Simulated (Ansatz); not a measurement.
What does this script print? It uses the Ansatz DFT code, driven from Python.

`restart_naca3.py`:
```python
"""Two stages for NaCa3: converge the density, then read it back for bands."""

import argparse

import ansatz as az
import numpy as np


def main() -> None:
    vectors = np.array([
        [0.0, 4.337326, 4.337326],
        [4.337326, 0.0, 4.337326],
        [4.337326, 4.337326, 0.0],
    ])
    xtal = (
        az.Lattice.of(vectors)
        .atom("Na", (0.0, 0.0, 0.0))
        .atom("Ca", (0.25, 0.25, 0.25))
        .atom("Ca", (0.75, 0.75, 0.75))
        .atom("Ca", (0.5, 0.5, 0.5))
    )

    parser = argparse.ArgumentParser()
    parser.add_argument("stage", choices=["scf", "bands"])
    stage = parser.parse_args().stage
    calc = (
        xtal.calculation()
        .functional("r2scan")
        .pseudopotentials("paw")
        .basis(24 * az.Ha)
        .kpoints(5)
        .occupations("Fermi-Dirac", width=0.05)
    )
    if stage == "scf":
        report = calc.checkpoint(write="ground.run").run(threads=1).report
        print(f"F = {report['free_energy_ev']:.5f} eV after {report['n_iterations']} iterations, saved")
    else:
        points = {"K": (0.375, 0.375, 0.75), "G": (0.0, 0.0, 0.0), "L": (0.5, 0.5, 0.5), "W": (0.5, 0.25, 0.75), "X": (0.5, 0.0, 0.5)}
        done = calc.checkpoint(read="ground.run", post_process_only=True).band_structure(list(points.values()), intervals=1).run(threads=1)
        bands = done.band_structure()
        for label, levels in zip(points, bands.channels[0].eigenvalues_ev - bands.fermi_energy_ev):
            print(f"{label:3s}", " ".join(f"{e:7.3f}" for e in levels if abs(e) < 6))


if __name__ == "__main__":
    main()
```

Output of `python restart_naca3.py scf`:
```text
F = -6953.24560 eV after 7 iterations, saved
```

`python restart_naca3.py bands` gives:
```text
K    -1.882  -1.866  -1.677  -0.342   0.017   0.973   1.216   1.571
G    -4.246   0.394   0.394   0.394   0.472   0.472   0.831   0.831
L    -2.678  -2.423   0.201   0.201   0.608   0.608   0.893   1.414
W    -1.637  -1.616  -1.616  -1.432   0.971   0.971   1.003   1.188
X    -2.132  -1.970  -0.657  -0.537  -0.028  -0.028   1.543   1.640
```

Absolute energies stand on the zero of these potentials, so only differences at equal settings mean something. A total without «per atom» is that of the cell as typed. The computed bands are complete only to about 0.8 eV above the Fermi level. The mesh is modest for a metal, so energies can be off by several to tens of meV an atom and pressures by half a GPa or more; differences at equal mesh fare better. The structure comes from a database of computed cells and needn't be a stable or known phase. Gaps and levels are Kohn-Sham values on a finite set of k-points. The whole script took 16 s on 1 thread of Arm Neoverse V2, with other jobs on the host, peak memory 0.95 GiB.
